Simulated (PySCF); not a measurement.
**Tm⁴⁵⁺, Tm⁴⁶⁺: ionisation energy in even-tempered 18s13p7d4f3g**

Aim: the ionisation energy of thulium from differences of total energies, at each level of theory, and how far each lands from the tabulated value where there is one.

The numbers are computed with PySCF 2.14.0 (unrestricted determinants in a Gaussian basis, no spin-orbit coupling in the energies), except any that are marked as measured or tabulated.

## (1) The system

| Property | Result |
| --- | --- |
| Element | thulium (Z = 69) |
| Basis | an even-tempered Gaussian basis (18 s from 9.6 bohr⁻², ratio 2.5; 13 p from 12 bohr⁻², ratio 2.5; 7 d from 12 bohr⁻², ratio 2.5; 4 f from 49 bohr⁻², ratio 2.7; 3 g from 73 bohr⁻², ratio 2.7) |
| Hamiltonian | scalar relativity by spin-free X2C-1e |
| State 1 | Tm⁴⁵⁺: [Ar] 3d6, high-spin 5D determinant |
| State 2 | Tm⁴⁶⁺: [Ar] 3d5, high-spin 6S determinant |
| Methods | UHF, LDA, PBE, PBE0, r2SCAN, B97-3, TPSS, MP2 |
| Core shells frozen in the correlated runs | outer shells: [Ne] (for Tm⁴⁵⁺) |

The outer shells:

Tm45+ [Ar] 3d6
```
[Ar] core
3d [↑↓][↑ ][↑ ][↑ ][↑ ]
```

Tm46+ [Ar] 3d5
```
[Ar] core
3d [↑ ][↑ ][↑ ][↑ ][↑ ]
```

The runs were made by one driver on top of PySCF. The scripts below sum up each run's settings (the driver also hands on starting orbitals that pick excited configurations, and frozen orbitals as a list rather than a count), and the logs come from the driver's own runs. The driver starts from symmetry-adapted Hartree-Fock orbitals, holds the occupation by maximum overlap and uses a logarithmic radial grid for functionals, so a plain start would take other cycles.

The integrals over 147 functions and the set-up took 1.1 s of CPU time.

## (2) Tm⁴⁵⁺: the ladder of methods

#### UHF

The input, input.py:

```python
from pyscf import gto, scf, dft, mp, cc
mol = gto.M(atom="Tm 0 0 0", charge=45, spin=4, symmetry="D2h",
            basis=gto.etbs([(0, 18, 9.6, 2.5), (1, 13, 12, 2.5), (2, 7, 12, 2.5), (3, 4, 49, 2.7), (4, 3, 73, 2.7)]),
            nucmod="G")
mf = scf.UHF(mol).sfx2c1e()
mf.irrep_nelec = {'Ag': (5, 3), 'B1g': (1, 1), 'B2g': (1, 0), 'B3g': (1, 0), 'B1u': (2, 2), 'B2u': (2, 2), 'B3u': (2, 2)}
mf.kernel()
```

Log:

```text
damping factor = 0
level_shift factor = 0
DIIS = <class 'pyscf.scf.diis.CDIIS'>
diis_start_cycle = 1
diis_space = 10
diis_damp = 0
SCF conv_tol = 1e-09
SCF conv_tol_grad = None
number electrons alpha = 14  beta = 10
cycle= 1 E= -11966.6067494863  delta_E= -0.00716  |g|= 0.0367  |ddm|= 0.00873
cycle= 2 E= -11966.6067590037  delta_E= -9.52e-06  |g|= 0.00188  |ddm|= 0.000457
cycle= 3 E= -11966.6067590526  delta_E= -4.89e-08  |g|= 0.000113  |ddm|= 4.84e-05
cycle= 4 E= -11966.6067590529  delta_E= -3.35e-10  |g|= 4.81e-06  |ddm|= 4.68e-06
converged SCF energy = -11966.6067590529  <S^2> = 6.0001846  2S+1 = 5.0000738
```

It used 15 s of CPU time after the integrals (shared host).

Orbital energies by shell (radii are means over both spins):

```tsv
shell	electrons	mean orbital energy (eV)	spread (eV)	rms radius (bohr)
1s α	1	-62223.1	0	0.0227
1s β	1	-62222.5	0	0.0227
2s α	1	-12684.1	0	0.0912
2s β	1	-12650.9	0	0.0912
2p α	3	-11515.4	8.356	0.0823
2p β	3	-11481.8	1.840	0.0823
3s α	1	-4590.0	0	0.226
3s β	1	-4551.0	0	0.226
3p α	3	-4228.0	10.029	0.225
3p β	3	-4179.7	4.438	0.225
3d α	5	-3813.8	14.036	0.201
3d β	1	-3782.0	0	0.201
```

⟨S²⟩ = 6.000, ⟨L²⟩ = 6.00.

Spin-orbit constants on these orbitals (cm⁻¹; bare nucleus, screened nucleus, mean field): 3d 191800, 164000, 161700. To first order in LS coupling the lowest level has J = 4 and lies 20.0 eV below the centre of the term.

Spin-orbit coupling is strong in this species (close to jj coupling), so the high-spin LS determinant is a model state, not a physical level.

#### LDA

input.py differs from the last one in:

```diff
@@ -4,3 +4,3 @@
             nucmod="G")
-mf = scf.UHF(mol).sfx2c1e()
+mf = dft.UKS(mol, xc="LDA,VWN").sfx2c1e()
 mf.irrep_nelec = {'Ag': (5, 3), 'B1g': (1, 1), 'B2g': (1, 0), 'B3g': (1, 0), 'B1u': (2, 2), 'B2u': (2, 2), 'B3u': (2, 2)}
```

Log:

```text
damping factor = 0
level_shift factor = 0
DIIS = <class 'pyscf.scf.diis.CDIIS'>
diis_start_cycle = 1
diis_space = 10
diis_damp = 0
SCF conv_tol = 1e-09
SCF conv_tol_grad = None
number electrons alpha = 14  beta = 10
XC functionals = LDA,VWN
    P. A. M. Dirac.,  Math. Proc. Cambridge Philos. Soc. 26, 376 (1930)
    F. Bloch.,  Z. Phys. 57, 545 (1929)
    S. H. Vosko, L. Wilk, and M. Nusair.,  Can. J. Phys. 58, 1200 (1980)
cycle= 1 E= -11958.2747457584  delta_E= -0.0275  |g|= 0.0826  |ddm|= 0.0466
cycle= 2 E= -11958.2747625799  delta_E= -1.68e-05  |g|= 0.00681  |ddm|= 0.000944
cycle= 3 E= -11958.2747627873  delta_E= -2.07e-07  |g|= 0.000467  |ddm|= 0.000111
cycle= 4 E= -11958.2747627886  delta_E= -1.33e-09  |g|= 6.71e-06  |ddm|= 8.93e-06
cycle= 5 E= -11958.2747627886  delta_E= -1.46e-11  |g|= 5.13e-08  |ddm|= 1.33e-07
converged SCF energy = -11958.2747627886  <S^2> = 6.0000444  2S+1 = 5.0000178
```

CPU time 3.5 s on a shared host, the integrals not counted.

#### PBE

input.py differs from the last one in:

```diff
@@ -4,3 +4,3 @@
             nucmod="G")
-mf = dft.UKS(mol, xc="LDA,VWN").sfx2c1e()
+mf = dft.UKS(mol, xc="PBE").sfx2c1e()
 mf.irrep_nelec = {'Ag': (5, 3), 'B1g': (1, 1), 'B2g': (1, 0), 'B3g': (1, 0), 'B1u': (2, 2), 'B2u': (2, 2), 'B3u': (2, 2)}
```

Log:

```text
damping factor = 0
level_shift factor = 0
DIIS = <class 'pyscf.scf.diis.CDIIS'>
diis_start_cycle = 1
diis_space = 10
diis_damp = 0
SCF conv_tol = 1e-09
SCF conv_tol_grad = None
number electrons alpha = 14  beta = 10
XC functionals = PBE
    J. P. Perdew, K. Burke, and M. Ernzerhof.,  Phys. Rev. Lett. 77, 3865 (1996)
    J. P. Perdew, K. Burke, and M. Ernzerhof.,  Phys. Rev. Lett. 78, 1396 (1997)
    J. P. Perdew, K. Burke, and M. Ernzerhof.,  Phys. Rev. Lett. 77, 3865 (1996)
    J. P. Perdew, K. Burke, and M. Ernzerhof.,  Phys. Rev. Lett. 78, 1396 (1997)
cycle= 1 E= -11967.9490064086  delta_E= -0.0199  |g|= 0.0353  |ddm|= 0.0364
cycle= 2 E= -11967.9490129327  delta_E= -6.52e-06  |g|= 0.00168  |ddm|= 0.000543
cycle= 3 E= -11967.9490129484  delta_E= -1.57e-08  |g|= 6.43e-05  |ddm|= 2.39e-05
cycle= 4 E= -11967.9490129484  delta_E= -2.73e-11  |g|= 7.17e-06  |ddm|= 1.32e-06
converged SCF energy = -11967.9490129484  <S^2> = 6.0000561  2S+1 = 5.0000224
```

It used 4.5 s of CPU time after the integrals (shared host).

#### PBE0

input.py differs from the last one in:

```diff
@@ -4,3 +4,3 @@
             nucmod="G")
-mf = dft.UKS(mol, xc="PBE").sfx2c1e()
+mf = dft.UKS(mol, xc="PBE0").sfx2c1e()
 mf.irrep_nelec = {'Ag': (5, 3), 'B1g': (1, 1), 'B2g': (1, 0), 'B3g': (1, 0), 'B1u': (2, 2), 'B2u': (2, 2), 'B3u': (2, 2)}
```

Log:

```text
damping factor = 0
level_shift factor = 0
DIIS = <class 'pyscf.scf.diis.CDIIS'>
diis_start_cycle = 1
diis_space = 10
diis_damp = 0
SCF conv_tol = 1e-09
SCF conv_tol_grad = None
number electrons alpha = 14  beta = 10
XC functionals = PBE0
    C. Adamo and V. Barone.,  J. Chem. Phys. 110, 6158 (1999)
    M. Ernzerhof and G. E. Scuseria.,  J. Chem. Phys. 110, 5029 (1999)
cycle= 1 E= -11967.932086861  delta_E= -0.0131  |g|= 0.0302  |ddm|= 0.0268
cycle= 2 E= -11967.9320907849  delta_E= -3.92e-06  |g|= 0.000971  |ddm|= 0.000414
cycle= 3 E= -11967.9320907889  delta_E= -4.01e-09  |g|= 2.77e-05  |ddm|= 1.07e-05
cycle= 4 E= -11967.9320907889  delta_E= -7.28e-12  |g|= 3.28e-06  |ddm|= 6.31e-07
converged SCF energy = -11967.9320907889  <S^2> = 6.0000797  2S+1 = 5.0000319
```

CPU time 4.9 s on a shared host, the integrals not counted.

#### r2SCAN

input.py differs from the last one in:

```diff
@@ -4,3 +4,3 @@
             nucmod="G")
-mf = dft.UKS(mol, xc="PBE0").sfx2c1e()
+mf = dft.UKS(mol, xc="R2SCAN").sfx2c1e()
 mf.irrep_nelec = {'Ag': (5, 3), 'B1g': (1, 1), 'B2g': (1, 0), 'B3g': (1, 0), 'B1u': (2, 2), 'B2u': (2, 2), 'B3u': (2, 2)}
```

Log:

```text
damping factor = 0
level_shift factor = 0
DIIS = <class 'pyscf.scf.diis.CDIIS'>
diis_start_cycle = 1
diis_space = 10
diis_damp = 0
SCF conv_tol = 1e-09
SCF conv_tol_grad = None
number electrons alpha = 14  beta = 10
XC functionals = R2SCAN
    J. W. Furness, A. D. Kaplan, J. Ning, J. P. Perdew, and J. Sun.,  J. Phys. Chem. Lett. 11, 8208-8215 (2020)
    J. W. Furness, A. D. Kaplan, J. Ning, J. P. Perdew, and J. Sun.,  J. Phys. Chem. Lett. 11, 9248-9248 (2020)
    J. W. Furness, A. D. Kaplan, J. Ning, J. P. Perdew, and J. Sun.,  J. Phys. Chem. Lett. 11, 8208-8215 (2020)
    J. W. Furness, A. D. Kaplan, J. Ning, J. P. Perdew, and J. Sun.,  J. Phys. Chem. Lett. 11, 9248-9248 (2020)
cycle= 1 E= -11968.4183682829  delta_E= -0.0128  |g|= 0.032  |ddm|= 0.0229
cycle= 2 E= -11968.4183725935  delta_E= -4.31e-06  |g|= 0.00112  |ddm|= 0.000409
cycle= 3 E= -11968.4183725992  delta_E= -5.74e-09  |g|= 2.91e-05  |ddm|= 1.32e-05
cycle= 4 E= -11968.4183725992  delta_E= 3.64e-12  |g|= 3.14e-06  |ddm|= 5.71e-07
converged SCF energy = -11968.4183725992  <S^2> = 6.0001063  2S+1 = 5.0000425
```

It used 7.7 s of CPU time after the integrals (shared host).

#### B97-3

input.py differs from the last one in:

```diff
@@ -4,3 +4,3 @@
             nucmod="G")
-mf = dft.UKS(mol, xc="R2SCAN").sfx2c1e()
+mf = dft.UKS(mol, xc="HYB_GGA_XC_B97_3").sfx2c1e()
 mf.irrep_nelec = {'Ag': (5, 3), 'B1g': (1, 1), 'B2g': (1, 0), 'B3g': (1, 0), 'B1u': (2, 2), 'B2u': (2, 2), 'B3u': (2, 2)}
```

Log:

```text
damping factor = 0
level_shift factor = 0
DIIS = <class 'pyscf.scf.diis.CDIIS'>
diis_start_cycle = 1
diis_space = 10
diis_damp = 0
SCF conv_tol = 1e-09
SCF conv_tol_grad = None
number electrons alpha = 14  beta = 10
XC functionals = HYB_GGA_XC_B97_3
    T. W. Keal and D. J. Tozer.,  J. Chem. Phys. 123, 121103 (2005)
cycle= 1 E= -11967.7787536406  delta_E= -0.012  |g|= 0.0436  |ddm|= 0.0242
cycle= 2 E= -11967.778757387  delta_E= -3.75e-06  |g|= 0.000966  |ddm|= 0.000454
cycle= 3 E= -11967.7787573909  delta_E= -3.87e-09  |g|= 3.85e-05  |ddm|= 1.09e-05
cycle= 4 E= -11967.7787573909  delta_E= -1.64e-11  |g|= 4.25e-06  |ddm|= 8.12e-07
converged SCF energy = -11967.7787573909  <S^2> = 6.0000837  2S+1 = 5.0000335
```

It used 4.8 s of CPU time after the integrals (shared host).

#### TPSS

input.py differs from the last one in:

```diff
@@ -4,3 +4,3 @@
             nucmod="G")
-mf = dft.UKS(mol, xc="HYB_GGA_XC_B97_3").sfx2c1e()
+mf = dft.UKS(mol, xc="TPSS").sfx2c1e()
 mf.irrep_nelec = {'Ag': (5, 3), 'B1g': (1, 1), 'B2g': (1, 0), 'B3g': (1, 0), 'B1u': (2, 2), 'B2u': (2, 2), 'B3u': (2, 2)}
```

Log:

```text
damping factor = 0
level_shift factor = 0
DIIS = <class 'pyscf.scf.diis.CDIIS'>
diis_start_cycle = 1
diis_space = 10
diis_damp = 0
SCF conv_tol = 1e-09
SCF conv_tol_grad = None
number electrons alpha = 14  beta = 10
XC functionals = TPSS
    J. Tao, J. P. Perdew, V. N. Staroverov, and G. E. Scuseria.,  Phys. Rev. Lett. 91, 146401 (2003)
    J. P. Perdew, J. Tao, V. N. Staroverov, and G. E. Scuseria.,  J. Chem. Phys. 120, 6898 (2004)
    J. Tao, J. P. Perdew, V. N. Staroverov, and G. E. Scuseria.,  Phys. Rev. Lett. 91, 146401 (2003)
    J. P. Perdew, J. Tao, V. N. Staroverov, and G. E. Scuseria.,  J. Chem. Phys. 120, 6898 (2004)
cycle= 1 E= -11968.2721609559  delta_E= -0.0133  |g|= 0.0386  |ddm|= 0.0299
cycle= 2 E= -11968.2721683648  delta_E= -7.41e-06  |g|= 0.00273  |ddm|= 0.000591
cycle= 3 E= -11968.2721684114  delta_E= -4.66e-08  |g|= 0.00025  |ddm|= 5.25e-05
cycle= 4 E= -11968.2721684118  delta_E= -3.67e-10  |g|= 5.82e-06  |ddm|= 4.55e-06
converged SCF energy = -11968.2721684118  <S^2> = 6.0000689  2S+1 = 5.0000276
```

CPU time 6.8 s on a shared host, the integrals not counted.

#### MP2 (outer shells)

input.py differs from the last one in:

```diff
@@ -4,4 +4,5 @@
             nucmod="G")
-mf = dft.UKS(mol, xc="TPSS").sfx2c1e()
+mf = scf.UHF(mol).sfx2c1e()
 mf.irrep_nelec = {'Ag': (5, 3), 'B1g': (1, 1), 'B2g': (1, 0), 'B3g': (1, 0), 'B1u': (2, 2), 'B2u': (2, 2), 'B3u': (2, 2)}
 mf.kernel()
+mp.UMP2(mf, frozen=5).kernel()
```

No log was kept for this step.

CPU time 4.3 s on a shared host, the integrals not counted.

With 14 electrons correlated, the MP2 correlation energy is -0.54953 hartree (-0.19242 same spin, -0.35711 opposite spin); the SCS form gives -0.49267. Largest pairs of shells: 3p-3d -0.2346, 3d-3d -0.1272, 3p-3p -0.1004, 3s-3p -0.0426, 3s-3d -0.0392.

Radial density 4πr²ρ of Tm⁴⁵⁺ at UHF, without picture-change correction:

```tsv
r (bohr)	density	spin density
0.000485	3.20	0.000
0.000816	6.73	0.000
0.00137	13.7	0.000
0.00231	26.8	-0.001
0.00388	48.1	-0.002
0.00653	75.4	-0.002
0.0110	94.4	-0.002
0.0185	88.2	0.018
0.0311	83.7	0.254
0.0523	116	2.217
0.0879	93.1	11.058
0.148	77.7	23.125
0.249	53.2	11.734
0.418	2.72	0.553
0.704	0.00531	0.001
```

(Part 1 of 2 ends here.)
